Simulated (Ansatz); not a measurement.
# TlZnBr3: the cost of one run

Program: Ansatz 0.2.0. PAW datasets, plane waves. Spin-unpolarised throughout. Whether this structure exists isn't addressed.

### Step 1. The cell

The unstrained cell was relaxed with r2SCAN; in each strained cell the atoms were relaxed again with r2SCAN. Names of k-points are those of the unstrained zone, where strain can split equivalent points. First state: +2.0 % shear in the xy plane.

Space group Cmmm (No. 65), orthorhombic; conventional cell a = 7.281 Å, b = 7.428 Å, c = 5.200 Å, 28.13 Å³ an atom. Near Tl stand 12 Br at 3.64–3.71 Å; near Zn stand 6 Br at 2.60 Å; near Br stand 2 Zn at 2.60 Å and 4 Tl at 3.64–3.71 Å; near Br stand 2 Zn at 2.60 Å and 4 Tl at 3.68 Å.

Coordinates:

```
Tl Zn Br
1.0
     5.20043    0.05200    0.00000
     0.05200    5.20043    0.00000
     0.00000    0.00000    5.20043
Tl Zn Br
1 1 3
Direct
  0.00000 0.00000 0.00000
  0.50000 0.50000 0.50000
  0.50000 0.50000 0.00000
  0.50000 0.00000 0.50000
  0.00000 0.50000 0.50000
```

From earlier runs on the unstrained cell: PBE 0.30 eV, r2SCAN 0.88 eV, HSE06 1.49 eV; a = 5.200 Å.

### Step 2. +2.0 % shear in the xy plane: PBE

Contents of input.yaml:

```yaml
crystal:
  lattice:
    - [5.2004327463, 0.0520043275, 0.0]
    - [0.0520043275, 5.2004327463, 0.0]
    - [0.0, 0.0, 5.2004327463]
  atoms:
    - { symbol: Tl, position: [0.0, 0.0, 0.0] }
    - { symbol: Zn, position: [0.5, 0.5, 0.5] }
    - { symbol: Br, position: [0.5, 0.5, 0.0] }
    - { symbol: Br, position: [0.5, 0.0, 0.5] }
    - { symbol: Br, position: [0.0, 0.5, 0.5] }
kpoints:
  mp_grid: { grid: [6, 6, 6] }
  band_path:
    path: [[0.0, 0.0, 0.0], [0.0, 0.5, 0.0], [0.5, 0.5, 0.0], [0.5, 0.5, 0.5]]
    npoints: 1
hamiltonian:
  xc: pbe
scf:
  occupations: { method: fermi_dirac, width: 0.02 }
  n_extra_bands: 5
output:
  forces: true
  stress: true
  eigenvalues: true
```

Launch:

```sh
$ ansatz run input.yaml --threads 2 --pin off --max-ram 2211MiB --backend cpu --events-out ev --progress --plain --runs-dir out
```

**Question.** How long does this run take on 2 threads of Arm Neoverse V2, shared host, and how much memory does it need?

About 6.8 s, with a peak of 0.48 GiB.
